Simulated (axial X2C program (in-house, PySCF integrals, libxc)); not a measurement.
# All-electron X2C curves of WC, part 2 of 2

Computed with an in-house X2C program for linear molecules on PySCF integrals; all-electron X2C, W dyall-cv3z, C dyall-v3z. Earlier steps stand in the parts before.

## 9. PBE0, 2c

State followed: Ω = 1 (excess of +ω over −ω: ω = -1/2, ω = 3/2). The scan is laid around 1.699 Å, a first estimate of the minimum, and this SCF restarts from the orbitals of the search.

Output at 1.699 Å:

```text
two-component X2C + atomic mean field  PBE0
basis functions 227  fitting functions 1148  grid points 5077
iter        total energy     max residual
   1     -16180.194845872     3.90e+00
   2     -16180.231597109     1.61e-03
   3     -16180.231599439     3.64e-04
   4     -16180.231599963     3.13e-04
   5     -16180.231599690     3.60e-04
   6     -16180.231601323     8.62e-05
   7     -16180.231601404     2.01e-05
   8     -16180.231601422     7.10e-06
   9     -16180.231601431     2.64e-06
  10     -16180.231601432     6.52e-07
converged
one-electron -22460.29988557  Coulomb 6489.56317995  exact exchange -82.09258980  xc functional -251.68380625  nuclear repulsion 138.28998331  atomic mean-field constant -14.00848307
```

Along the bond, energies from the lowest point:

```
R (Å)  E (eV)  μ (D)  HOMO (eV)  LUMO (eV)  iterations
1.546  0.6249  -3.66      -6.00      -3.28          14
1.597  0.2387  -3.91      -6.06      -3.37          15
1.648  0.0461  -4.11      -6.09      -3.48          15
1.699  0.0000  -4.25      -6.09      -3.58          10
1.758  0.0826  -4.34      -6.09      -3.68          16
1.818  0.2693  -4.37      -6.10      -3.76          16
1.894  0.6073  -4.35      -6.13      -3.85          17
```

Dipoles are positive if C is the positive end.

Outer spinors at the reference distance:

```json
{"ω": "1/2", "occupied": "yes", "ε (eV)": "-14.50", "atomic character": "53% C s, 22% W d, 12% W s", "λ mixture": "100% σ"}
{"ω": "-1/2", "occupied": "yes", "ε (eV)": "-14.12", "atomic character": "51% C s, 23% W d, 13% W s", "λ mixture": "100% σ"}
{"ω": "1/2", "occupied": "yes", "ε (eV)": "-7.64", "atomic character": "64% W d, 31% C p, 2% C d", "λ mixture": "98% π, 2% σ"}
{"ω": "-1/2", "occupied": "yes", "ε (eV)": "-7.38", "atomic character": "50% W d, 30% C p, 13% W s", "λ mixture": "63% π, 37% σ"}
{"ω": "-3/2", "occupied": "yes", "ε (eV)": "-7.36", "atomic character": "63% W d, 32% C p, 2% C d", "λ mixture": "99% π, 1% δ"}
{"ω": "3/2", "occupied": "yes", "ε (eV)": "-7.28", "atomic character": "75% W d, 21% C p", "λ mixture": "52% π, 48% δ"}
{"ω": "-1/2", "occupied": "yes", "ε (eV)": "-7.01", "atomic character": "47% W d, 24% W s, 22% C p", "λ mixture": "63% σ, 37% π"}
{"ω": "3/2", "occupied": "yes", "ε (eV)": "-6.88", "atomic character": "74% W d, 22% C p", "λ mixture": "51% δ, 49% π"}
{"ω": "1/2", "occupied": "yes", "ε (eV)": "-6.30", "atomic character": "46% C p, 32% W d, 10% W p", "λ mixture": "98% σ, 2% π"}
{"ω": "-1/2", "occupied": "yes", "ε (eV)": "-6.09", "atomic character": "39% C p, 23% W p, 23% W s", "λ mixture": "100% σ"}
{"ω": "-5/2", "occupied": "no", "ε (eV)": "-3.58", "atomic character": "99% W d", "λ mixture": "100% δ"}
{"ω": "1/2", "occupied": "no", "ε (eV)": "-3.40", "atomic character": "63% W s, 14% W d, 11% C p", "λ mixture": "100% σ"}
{"ω": "-3/2", "occupied": "no", "ε (eV)": "-2.46", "atomic character": "96% W d", "λ mixture": "97% δ, 3% π"}
{"ω": "1/2", "occupied": "no", "ε (eV)": "-2.19", "atomic character": "70% W p, 17% C p, 13% W d", "λ mixture": "98% π, 2% σ"}
```

PBE0 fields in the half plane through the axis: z from -2.4 to 3.9 Å across, distance from the axis 0.15 to 2.25 Å upwards; W lies at z = 0 and C at z = 1.699 Å; the ELF is damped to zero where the density is low.

log10 density (e/bohr³). Ten even steps from '0' (-4.59 ) to '9' (1.80 ):
```
0111222222222222111000
1122223333333222221100
1222333333333333322110
1223334444444443332211
2233444555544444433221
2233455666555555443321
2334456777666665544322
2334557898766776554322
```

ELF. Ten even steps from '0' (0.00 ) to '9' (0.94 ):
```
0001222221111000000000
0123333222222221110000
0234443322334443332000
1344433222346666654200
2444322332257778887520
3443334555357889998741
4443346434558548999852
4443356525557184999962
```

Re = 1.693 Å, ωe = 1026 cm⁻¹, ωexe = 5.53 cm⁻¹, Be = 0.5224 cm⁻¹, De = 5.01 eV, μ = -4.24 D.

## 10. HF, 2c

The SCF at the reference distance of 1.699 Å:

```text
two-component X2C + atomic mean field  HF
basis functions 227  fitting functions 1148  grid points 5077
iter        total energy     max residual
   1     -16174.825564590     9.96e-01
   2     -16174.870147410     2.00e-02
   3     -16174.872756086     2.14e-02
   4     -16174.875518523     7.06e-03
   5     -16174.877439494     8.47e-03
   6     -16174.878635877     6.38e-03
   7     -16174.880949259     5.98e-03
   8     -16174.886492595     4.91e-03
   9     -16174.891928837     3.10e-03
  10     -16174.889682778     3.96e-03
  11     -16174.891650977     1.87e-03
  12     -16174.892395957     7.54e-04
  13     -16174.892543841     5.96e-04
  14     -16174.892603156     4.17e-04
  15     -16174.892610147     2.28e-04
  16     -16174.892611714     1.21e-04
  17     -16174.892613738     5.42e-05
  18     -16174.892614280     4.02e-05
  19     -16174.892614527     3.30e-05
  20     -16174.892614761     2.01e-05
  21     -16174.892614834     1.44e-05
  22     -16174.892614868     7.22e-06
  23     -16174.892614874     3.69e-06
  24     -16174.892614875     1.98e-06
converged
one-electron -22460.96538849  Coulomb 6490.48871947  exact exchange -328.69744609  xc functional 0.00000000  nuclear repulsion 138.28998331  atomic mean-field constant -14.00848307
```

No constants are quoted: the lowest point is the long end of the scan.

## 11. TPSSh, 2c

The SCF at the reference distance of 1.699 Å:

```text
two-component X2C + atomic mean field  TPSSh
basis functions 227  fitting functions 1148  grid points 5077
iter        total energy     max residual
   1     -16179.957732763     3.21e-01
   2     -16179.958459188     1.46e-02
   3     -16179.948875679     2.62e-02
   4     -16179.952767957     2.45e-02
   5     -16179.959776923     9.01e-04
   6     -16179.959786026     2.39e-04
   7     -16179.959787914     1.06e-04
   8     -16179.959788692     7.49e-05
   9     -16179.959789040     6.48e-05
  10     -16179.959789116     4.37e-06
  11     -16179.959789118     3.00e-06
converged
one-electron -22458.64787649  Coulomb 6487.87125556  exact exchange -32.83183461  xc functional -300.63283381  nuclear repulsion 138.28998331  atomic mean-field constant -14.00848307
```

Re = 1.706 Å, ωe = 997 cm⁻¹, ωexe = 4.8 cm⁻¹, Be = 0.5144 cm⁻¹, De = 5.22 eV, μ = -4.18 D.

## 12. MP2 and beyond, 2c

Correlated methods: 10 electrons correlated (frozen shells, counted by type: W 5 s, 4 p, 2 d, 1 f; C 1 s), 286 virtual spinors in MP2, 90 natural virtuals in coupled cluster.

Output of the correlated part at 1.699 Å:

```text
correlated 10  virtual 286  natural virtual 90  E(MP2) -0.268502752  MP2 remainder -0.011460982
iter   CCSD correlation   residual
   1     -0.249487974   1.96e-01
   2     -0.264895759   1.13e-01
   3     -0.281627483   7.42e-02
   4     -0.287548582   3.13e-02
   5     -0.288925229   1.18e-02
   6     -0.289093921   5.59e-03
   7     -0.289219492   3.00e-03
   8     -0.289203560   1.64e-03
   9     -0.289196619   9.38e-04
  10     -0.289214860   5.05e-04
  11     -0.289211809   2.75e-04
  12     -0.289219927   1.32e-04
  13     -0.289216691   6.04e-05
  14     -0.289215510   2.88e-05
  15     -0.289214243   1.57e-05
  16     -0.289213220   8.14e-06
  17     -0.289212837   4.07e-06
  18     -0.289212694   2.34e-06
  19     -0.289212568   1.37e-06
  20     -0.289212575   9.01e-07
(T) -0.019218525  T1 0.1351  D1 0.2156  max T2 0.067
```

MP2: No constants are quoted: the reference is strongly spin-contaminated.

CCSD: No constants are quoted: the points don't follow one smooth fit.

CCSD(T): No constants are quoted: the points don't follow one smooth fit.

## 13. A higher determinant, 2c

State: Ω = 2 (excess of +ω over −ω: 2 × ω = 1/2, ω = -3/2, ω = 5/2).

Output at the reference distance:

```text
two-component X2C + atomic mean field  PBE0
basis functions 227  fitting functions 1148  grid points 5077
iter        total energy     max residual
   1     -16180.183661474     3.86e+00
   2     -16180.219319571     1.57e-03
   3     -16180.219321454     3.55e-04
   4     -16180.219322263     2.54e-04
   5     -16180.219322475     2.39e-04
   6     -16180.219323166     7.37e-05
   7     -16180.219323216     1.38e-05
   8     -16180.219323220     8.99e-06
   9     -16180.219323223     2.66e-06
  10     -16180.219323223     5.15e-07
converged
one-electron -22462.23733296  Coulomb 6491.57814227  exact exchange -82.11510876  xc functional -251.72652402  nuclear repulsion 138.28998331  atomic mean-field constant -14.00848307
```

```
R (Å)  E above the lowest PBE0 point (eV)
1.546                               1.340
1.597                               0.804
1.648                               0.483
1.699                               0.334
1.758                               0.329
1.818                               0.456
1.894                               0.744
```

Re = 1.730 Å, ωe = 1032 cm⁻¹, Be = 0.5 cm⁻¹, μ = -3.30 D. Te = 0.31 eV.

## 14. The 2c curves together

Energy (eV) of the followed determinant, 2c, from each level's lowest point:

```
R (Å)   PBE0     HF  MP2 (spin-contaminated)   CCSD  CCSD(T)  TPSSh
1.546  0.625  1.399                    0.065  0.593    0.599  0.718
1.597  0.239  0.989                    0.000  0.210    0.208  0.299
1.648  0.046  0.683                    0.225  0.031    0.028  0.075
1.699  0.000  0.449                    0.540  0.000    0.000  0.000
1.758  0.083  0.244                    0.907  0.090    0.093  0.051
1.818  0.269  0.104                    1.240  0.280    0.293  0.210
1.894  0.607  0.000                    1.613  0.618    0.655  0.524
```

The whole job took 4.6 min on 1 thread, shared host.

## 15. What came out

The summary covers parts 1 to 2.

Lowest determinant that the search found at its distance, spin-free: M_S = 1, Λ = 2 (beyond closed shells: σα, δ+α).

Lowest determinant that the search found at its distance, 2c: Ω = 1 (excess of +ω over −ω: ω = -1/2, ω = 3/2).

```tsv
Hamiltonian	level	Re (Å)	ωe (cm⁻¹)	De (eV)	μ (D)
spin-free	PBE0	1.691	1038	4.79	-4.25
spin-free	CCSD	1.686	1034	4.20	n/a
spin-free	CCSD(T)	1.685	1049	4.61	n/a
spin-free	TPSSh	1.704	1007	4.99	-4.19
2c	PBE0	1.693	1026	5.01	-4.24
2c	TPSSh	1.706	997	5.22	-4.18
```

Dipoles are positive if C is the positive end. No constants: spin-free HF (the lowest point is the long end of the scan); spin-free MP2 (the reference is strongly spin-contaminated); 2c HF (the lowest point is the long end of the scan); 2c MP2 (the reference is strongly spin-contaminated); 2c CCSD (the points don't follow one smooth fit); 2c CCSD(T) (the points don't follow one smooth fit).

Time per point (s) on 1 thread, shared host (2c runs); the times are rough: PBE0 1.5, TPSSh 2.

At PBE0, going from spin-free to two-component changes Re by +1 mÅ, ωe by -1.1 %, which is small (part of it comes from the scalar share of the two-electron terms). De moves by +0.23 eV; both De rest on single-determinant atoms, which can miss part of an open shell's spin–orbit lowering.

De refers to W + C, each in the lowest determinant found, which need not be this curve's own limit. Each curve is one determinant whose occupation by symmetry is held fixed; it was picked as the lowest of a PBE0 search that is not exhaustive. Dissociation energies refer to the lowest single-determinant-based atoms at the same level and basis. Density functionals use the spin component along the axis (collinear). Coupled cluster ran in a truncated set of natural virtual spinors; the MP2 energy of the rest was added. The meta-GGAs lack a current-density term, which matters for open shells with orbital currents, atoms included. With several unpaired electrons one determinant need not be a pure state. The spin-free determinant is spin-contaminated at some levels. With the outer-core shells frozen, correlated bond lengths of heavy atoms tend to come out a few hundredths of an ångström too long. T1 at Re is 0.091 (Lee–Taylor), above the customary mark of 0.02.
